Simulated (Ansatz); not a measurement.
# GeNH₂ (doublet): wave-function methods side by side at twist about Ge1–N2 = 12.2°, cc-pVDZ

The task here is to estimate one member of a computed series from the others.

Method: cc-pVDZ, core rule «outside noble gas», up to 15 orbitals frozen; program: Ansatz 0.2.0, Gaussian basis.

Plan: UHF; CCSD(T) on ROHF; CCSD(T) on UHF; BCCD(T) on ROHF; CISD; CCSDT(Q) on ROHF; CCSDT(Q) on UHF; CASSCF and MRCISD+Q, 3 electrons in 3 orbitals; CASSCF and NEVPT2, 3 electrons in 3 orbitals.

41 further runs of the same task are left out: 18 for a known fault of the program, 4 for a mislabelled method, 14 that didn't finish, 5 set aside as unsound or not needed.

## The geometry

The geometry derives from a PBE0/def2-TZVP stationary point (not a proven minimum). One half is turned about the bond named; the halves are rigid. No spin-orbit coupling is included. The filled d shell of Ge may be among the frozen orbitals whatever the setting's name suggests; the logs give the count.

4 atoms, charge 0, spin multiplicity 2.

Atoms are counted from 1 here; the program's logs count them from 0.

Bond lengths: Ge1–N2 1.713 Å, Ge1–H3 1.581 Å, N2–H4 1.013 Å. Angles: N2–Ge1–H3 106.3°, Ge1–N2–H4 127.4°.

The first run:

in.yaml

```yaml
crystal:
  periodic: [false, false, false]
  atoms:
    - {symbol: Ge, position_ang: [0.001935, -0.050785, 0.287662]}
    - {symbol: N, position_ang: [0.001935, 0.198963, -1.406819]}
    - {symbol: H, position_ang: [0.001935, 1.385395, 0.948577]}
    - {symbol: H, position_ang: [-0.168286, -0.490253, -2.130044]}
basis:
  gaussian: {orbitals: cc-pVDZ}
magnetization: {spin_polarized: true, initial_magnetization: 1}
hamiltonian: {xc: hf}
output: {orbitals: {seedname: orbitals}}
```

The run is started by

```
$ ansatz run in.yaml --threads 1 --pin off --events-out ev --progress --plain --max-ram 2393MiB
```

Steps of the session up to this table: UHF; CCSD(T) on ROHF; CCSD(T) on UHF; BCCD(T) on ROHF; CISD; CCSDT(Q) on ROHF; CCSDT(Q) on UHF; CASSCF and MRCISD+Q, 3 electrons in 3 orbitals; CASSCF and NEVPT2, 3 electrons in 3 orbitals.

One of the session's tables, all rows but one given; the rest of the session is left out.

```
     method  from RCCSDT(Q) (kJ/mol)
       ROHF                   +761.3
        UHF                   +734.3
       RMP2                   +148.1
       UMP2                   +150.4
      RCCSD                        ?
      UCCSD                    +39.7
   RCCSD(T)                    +10.6
   UCCSD(T)                    +11.2
    BCCD(T)                     +8.2
     RCCSDT                     +4.6
     UCCSDT                     +4.6
  RCCSDT(Q)                        0
  UCCSDT(Q)                     -0.2
CASSCF pair                   +708.9
NEVPT2 pair                   +119.5
```

Estimate the missing values for RCCSD.

**Answer.** from RCCSDT(Q) (kJ/mol): +39.3. In the column «from RCCSDT(Q) (kJ/mol)» it lies between UCCSD(T) (+11.2) and UCCSD (+39.7).

Not comparable, so not listed: CISD; CASSCF and MRCISD+Q, 3 electrons in 3 orbitals (they don't share determinant, frozen orbitals or solution with the rows shown, or repeat one).

Caveats from the session: Warnings: spin contamination; large T1 diagnostic. Restricted and unrestricted rows rest on different reference determinants; where their highest levels disagree by more than a few hundredths of an eV, they describe different states and don't form one ladder. Warnings in the runs' records: passed over end.
